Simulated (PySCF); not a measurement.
# CHLuN (Lu(HCN)3+): the cost of one run

Computed with PySCF 2.14.0. Level: several levels, as the steps say, no spin–orbit coupling.

1 further run of the same task is left out (for a known fault of the program).

## 1. Starting geometry

4 atoms, charge 3, spin multiplicity 1.

Bond lengths: Lu1–N2 2.106 Å, N2–C3 1.168 Å, C3–H4 1.120 Å. Angles: Lu1–N2–C3 180.0°, N2–C3–H4 180.0°.

As a file:

```
Lu    0.0000    0.0000   -0.1691
N     0.0000    0.0000    1.9366
C     0.0000    0.0000    3.1046
H     0.0000    0.0000    4.2246
```

Formal oxidation states: Lu +3. An earlier session relaxed this geometry at PBE0, Lu def2-SVP with ECP28, N def2-SVP, C def2-SVP, H def2-SVP (singlet, point group C∞v).

At PBE0 on the finer grid: E = -1327.996339 Eh, HOMO -27.70 eV, LUMO -20.21 eV, Mulliken charge on Lu1 +2.55 e, largest force component 0.006 eV/Å. 

Levels to run: BLYP; TPSS; PBE0, TZVP. Hardware: 2 threads of Arm Neoverse V1, shared host.

## 2. BLYP

File run.py (the lines that set the calculation):

```python
mol = gto.M(atom='''
Lu     0.00000     0.00000    -0.16909
N      0.00000     0.00000     1.93656
C      0.00000     0.00000     3.10464
H      0.00000     0.00000     4.22460''',
    basis={'Lu': 'def2-SVP', 'N': 'def2-SVP', 'C': 'def2-SVP', 'H': 'def2-SVP'},
    ecp={'Lu': 'def2-SVP'},
    charge=3, spin=0)
mf = dft.RKS(mol, xc='BLYP')
mf.grids.atom_grid = (75, 302)  # f atoms: unpruned, at least (60, 302)
mf = mf.density_fit()  # fitting sets: Lu def2-universal-JKFIT, N def2-universal-JKFIT, C def2-universal-JKFIT, H def2-universal-JKFIT
mf.conv_tol = 1e-08; mf.max_cycle = 55
mf.kernel(dm0)  # dm0: the density of the relaxed state
```

Started as:

```bash
$ OMP_NUM_THREADS=2 python run.py
```

**Question.** How long does this run take on 2 threads of Arm Neoverse V1, shared host?

About 8.6 s.
